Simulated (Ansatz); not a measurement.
# C2H4BN: taking an electron away

An exercise on one series of results from a longer session: the logs are not shown, and one member is left open.

Computed with Ansatz 0.2.0, Gaussian basis. Level: unrestricted cation, the program's frozen cores in correlated methods.

Levels to be run: UKS PBE-D4/def2-TZVPP; UKS r2SCAN-D4/def2-TZVPP; UKS PBE0-D4/def2-TZVPP; UKS B3LYP-D4/def2-TZVPP; UKS wB97X-V/def2-TZVPP; UKS wB97M-V/def2-TZVPP; UKS B2PLYP/def2-TZVPP; UHF-MP2/def2-TZVPP; UHF-MP2/def2-QZVPP; then −ε(HOMO) from the neutral's earlier runs with LDA (SPW92), PBE-D4, revPBE-D4, BLYP-D4, r2SCAN-D4, B97M-V, PBE0-D4, B3LYP-D4, r2SCANh-D4, r2SCAN0-D4, HSE06-D4, BHLYP-D4, CAM-B3LYP-D4, LC-ωPBE, ωB97X-V, ωB97M-V.

1 further run of the same task is left out (it didn't finish).

## Structure used throughout

The geometry comes from an earlier relaxation with PBE0-D4 in a triple-zeta def2 set; it is a stationary point, not always the lowest conformer.

SMILES `C#CBN`, 8 atoms, charge 0, spin multiplicity 1.

Atoms are counted from 1 here; the program's logs count them from 0.

Bond lengths: C1–C2 1.207 Å, C1–H5 1.065 Å, C2–B3 1.527 Å, B3–N4 1.388 Å, B3–H6 1.196 Å, N4–H7 1.005 Å, N4–H8 1.006 Å. Angles: C2–C1–H5 179.9°, C1–C2–B3 178.6°, C2–B3–N4 120.4°, C2–B3–H6 120.6°, N4–B3–H6 119.1°, B3–N4–H7 122.7°, B3–N4–H8 123.0°, H7–N4–H8 114.3°.

The first run:

Contents of in.yaml:

```yaml
crystal:
  periodic: [false, false, false]
  atoms:
    - {symbol: C, position_ang: [-0.386309, 1.935528, -0.918841]}
    - {symbol: C, position_ang: [-0.047563, 0.979563, -0.265355]}
    - {symbol: B, position_ang: [0.399795, -0.207695, 0.584884]}
    - {symbol: N, position_ang: [0.008715, -1.496634, 0.250830]}
    - {symbol: H, position_ang: [-0.684229, 2.781136, -1.494425]}
    - {symbol: H, position_ang: [1.090831, -0.041395, 1.546605]}
    - {symbol: H, position_ang: [0.282191, -2.302698, 0.784939]}
    - {symbol: H, position_ang: [-0.571332, -1.704806, -0.544436]}
basis:
  gaussian: {orbitals: def2-TZVPP}
total_charge: 1
magnetization: {spin_polarized: true, initial_magnetization: 1}
hamiltonian: {xc: pbe, dispersion: d4}
```

On the command line:

```sh
> ansatz run in.yaml --threads 2 --pin off --events-out ev --progress --plain --max-ram 4352MiB
```

Among the steps run: Cation, UKS PBE-D4/def2-TZVPP; Cation, UKS r2SCAN-D4/def2-TZVPP; Cation, UKS PBE0-D4/def2-TZVPP; Cation, UKS B3LYP-D4/def2-TZVPP; Cation, UKS wB97X-V/def2-TZVPP; Cation, UKS wB97M-V/def2-TZVPP; Cation, UKS B2PLYP (frozen core)/def2-TZVPP; Cation, UHF-MP2/def2-TZVPP; Cation, UHF-MP2/def2-QZVPP.

One of the session's tables, all rows but one given; the rest of the session is left out.

Orbital estimates, from the neutral's runs:

```
  functional  −ε(HOMO) (eV)
 LDA (SPW92)           6.80
      PBE-D4           6.63
   revPBE-D4           6.57
     BLYP-D4           6.48
   r2SCAN-D4           6.87
      B97M-V           6.89
     PBE0-D4           7.88
    B3LYP-D4           7.63
  r2SCANh-D4           7.34
  r2SCAN0-D4           8.04
    HSE06-D4           7.47
    BHLYP-D4           8.95
CAM-B3LYP-D4           9.23
     LC-ωPBE          10.66
     ωB97X-V              ?
     ωB97M-V          10.13
```

Q: Estimate the row for ωB97X-V from the others.

As computed: −ε(HOMO) (eV): 10.24. In the column «−ε(HOMO) (eV)» it lies between ωB97M-V (10.13) and LC-ωPBE (10.66).

Caveats from the session: The cation may have settled in a state other than its lowest; no search over hole states beyond the program's own was made.
